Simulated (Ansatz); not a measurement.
**CdTe: the crystal squeezed far**

How does CdTe answer strong compression? The runs shown use PAW. Its runs: volume scaled by 1 (PAW); volume scaled by 0.75 (PAW); volume scaled by 0.7 (PAW); volume scaled by 0.65 (PAW).

The COD entry's cell or inner coordinates are ideal or old and differ from later refinements, so a difference from it is no clean test against experiment.

Program: Ansatz 0.2.0. Level of theory: DFT, PBE, PAW with Ansatz's default frozen-core files, scalar-relativistic. These are calculated values, not measurements.

### 1 The structure to begin with

The structure is cubic, space group F-43m (No. 216). Conventional cell: a = 6.410 Å, b = 6.410 Å, c = 6.410 Å, α = 90.00°, β = 90.00°, γ = 90.00°. Around Cd (site symmetry -43m) lie 4 Te at 2.78 Å. Te (site symmetry -43m) has 4 Cd at 2.78 Å as nearest neighbours.

Structure file:

```
Cd Te
1.0
     0.00000    3.20500    3.20500
     3.20500    0.00000    3.20500
     3.20500    3.20500    0.00000
Cd Te
1 1
Direct
  0.00000 0.00000 0.00000
  0.25000 0.25000 0.25000
```

Whether this phase is the stable one at these pressures isn't tested.

Atoms are numbered in the order of the input: Cd1, Te2.

### 2 Volume scaled by 1, PAW

File input.yaml:

```yaml
crystal:
  lattice:
    - [0.0, 3.205, 3.205]
    - [3.205, 0.0, 3.205]
    - [3.205, 3.205, 0.0]
  atoms:
    - { symbol: Cd, position: [0.0, 0.0, 0.0] }
    - { symbol: Te, position: [0.25, 0.25, 0.25] }
kpoints:
  mp_grid: { grid: [10, 10, 10] }
  band_path:
    path:
      - [0.0, 0.0, 0.0]
      - [-0.5, -0.5, 0.0]
      - [-0.375, -0.375, 0.25]
      - [-0.375, 0.0, 0.375]
      - [0.0, 0.0, 0.0]
      - [0.0, 0.0, 0.5]
      - [-0.5, -0.25, 0.25]
      - [-0.5, -0.5, 0.0]
    npoints: 6
scf:
  occupations: { method: fermi_dirac, width: 0.05 }
hamiltonian:
  xc: pbe
  pseudopotentials: { kind: paw }
output:
  forces: true
  stress: true
  eigenvalues: true
  efg: { contact_densities: true }
  populations: true
  write_density: true
  write_potential: true
  elf: true
  volumetric_format: npy
```

Command:

```bash
> ansatz run input.yaml --threads 1 --pin off --max-ram 2048MiB --backend cpu --events-out ev --progress --plain --runs-dir out
```

### 3 Volume scaled by 0.75, PAW

input.yaml: that of step 2 with these lines changed.

```diff
@@ -2,5 +2,5 @@
   lattice:
-    - [0.0, 3.205, 3.205]
-    - [3.205, 0.0, 3.205]
-    - [3.205, 3.205, 0.0]
+    - [0.0, 2.91193575, 2.91193575]
+    - [2.91193575, 0.0, 2.91193575]
+    - [2.91193575, 2.91193575, 0.0]
   atoms:
@@ -32,5 +32 @@
   populations: true
-  write_density: true
-  write_potential: true
-  elf: true
-  volumetric_format: npy
```

### 4 Volume scaled by 0.7, PAW

input.yaml: that of step 3 with these lines changed.

```diff
@@ -2,5 +2,5 @@
   lattice:
-    - [0.0, 2.91193575, 2.91193575]
-    - [2.91193575, 0.0, 2.91193575]
-    - [2.91193575, 2.91193575, 0.0]
+    - [0.0, 2.8457323256, 2.8457323256]
+    - [2.8457323256, 0.0, 2.8457323256]
+    - [2.8457323256, 2.8457323256, 0.0]
   atoms:
@@ -32 +32,5 @@
   populations: true
+  write_density: true
+  write_potential: true
+  elf: true
+  volumetric_format: npy
```

### 5 Volume scaled by 0.65, PAW

input.yaml: that of step 4 with these lines changed.

```diff
@@ -2,5 +2,5 @@
   lattice:
-    - [0.0, 2.8457323256, 2.8457323256]
-    - [2.8457323256, 0.0, 2.8457323256]
-    - [2.8457323256, 2.8457323256, 0.0]
+    - [0.0, 2.7762963326, 2.7762963326]
+    - [2.7762963326, 0.0, 2.7762963326]
+    - [2.7762963326, 2.7762963326, 0.0]
   atoms:
@@ -32,5 +32 @@
   populations: true
-  write_density: true
-  write_potential: true
-  elf: true
-  volumetric_format: npy
```

(Steps that only read results are left out.)

**Question.** What will these runs give? Wanted: PAW pressure at 0.65 of the volume; fitted bulk modulus at zero pressure.

As calculated:

```
                                  quantity     value
        PAW pressure at 0.65 of the volume  65.0 GPa
fitted bulk modulus at zero pressure (PAW)    36 GPa
                   its pressure derivative      4.63
```

What this shows: At 0.65 of the starting volume PAW gives 65 GPa. One third-order Birch-Murnaghan curve follows these points (B₀ = 36 GPa, B′ = 4.63, misfit at most 0.01 GPa). A fit over so wide a range leans to the high pressures, so B₀ can be off by several per cent. The gap goes from 0.87 to 1.18 eV. No all-electron run checks these rows here, and frozen cores can fail under such compression. The ions are at rest, and the electrons smeared by 0.05 eV. Spin-orbit coupling is left out, though the cell holds Te; in elements this heavy it can shift bands and gaps by tenths of an eV.
